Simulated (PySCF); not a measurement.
# [GdBr2]+: other functionals and bases at one geometry

An exercise on one series of results from a longer session: the logs are not shown, and one member is left open.

Program: PySCF 2.14.0. Level of theory: several levels, as the steps say, no spin–orbit coupling. These are calculated values, not measurements.

1 further run of the same task is left out (for a known fault of the program).

## The starting structure

3 atoms, charge 1, spin multiplicity 1.

Bond lengths: Gd1–Br2 2.544 Å, Gd1–Br3 2.544 Å. Angles: Br2–Gd1–Br3 109.5°.

Geometry (Å):

```xyz
3
Br2Gd
Gd    0.00000    0.00000   -0.78858
Br    2.07805    0.00000    0.67873
Br   -2.07805    0.00000    0.67873
```

Formal oxidation states: Gd +3. Each metal's 7 4f electrons lie in its core potential, so multiplicities, spins and levels count the valence alone. An earlier session relaxed this geometry at PBE0, Gd lcecp-1-SVP with ECP53, Br def2-SVP (singlet, point group C2v).

At PBE0 on the finer grid: E = -5182.885579 Eh, HOMO -12.91 eV, LUMO -7.86 eV, Mulliken charge on Gd1 +1.27 e, largest force component 0.028 eV/Å. 

Levels to run: PBE; wB97X; PBE0, TZVP. Hardware: 2 threads of Arm Neoverse V1, shared host.

Set-up of the first run:

Contents of run.py (the lines that set the calculation):

```python
mol = gto.M(atom='''
Gd     0.00000     0.00000    -0.78858
Br     2.07805     0.00000     0.67873
Br    -2.07805     0.00000     0.67873''',
    basis={'Gd': 'lcecp-1-SVP', 'Br': 'def2-SVP'},
    ecp={'Gd': 'lcecp-1-SVP'},
    charge=1, spin=0)
mf = dft.RKS(mol, xc='PBE')
mf.grids.atom_grid = (75, 302)  # f atoms: unpruned, at least (60, 302)
mf = mf.density_fit()  # fitting sets: Gd AutoAux, Br def2-universal-JKFIT
mf.conv_tol = 1e-08; mf.max_cycle = 55
mf.kernel(dm0)  # dm0: the density of the relaxed state
```

Launch:

```
> OMP_NUM_THREADS=2 python run.py
```

Among the steps run: PBE; wB97X; PBE0, TZVP.

One of the session's tables, all rows but one given; the rest of the session is left out.

```
              level  HOMO (eV)  gap (eV)  charge on Gd1 (e)  dipole (D)  largest force component (eV/Å)
PBE0 (relaxed here)     -12.91      5.05               1.27        7.39                            0.03
                PBE     -11.73      3.16               1.14        6.75                            0.22
              wB97X          ?         ?                  ?           ?                               ?
         PBE0, TZVP     -12.85      5.10               1.54        7.26                            0.10
```

Estimate the missing values for wB97X.

**Answer.** HOMO (eV): -15.09; gap (eV): 9.25; charge on Gd1 (e): 1.33; dipole (D): 7.95; largest force component (eV/Å): 0.05. In the column «HOMO (eV)» it is the lowest.

The dipole of a charged species depends on the origin, so these sizes hold for this origin alone.

In one basis the HOMO–LUMO gap runs from 3.16 eV (PBE) to 9.25 eV (wB97X). The largest leftover force, 0.22 eV/Å with PBE, stands at a geometry relaxed at another level. With 4f in the core, its levels are missing from HOMO and gap, and its count is fixed, so no charge can pass from the ligands into it. Total energies of different levels can't be compared.
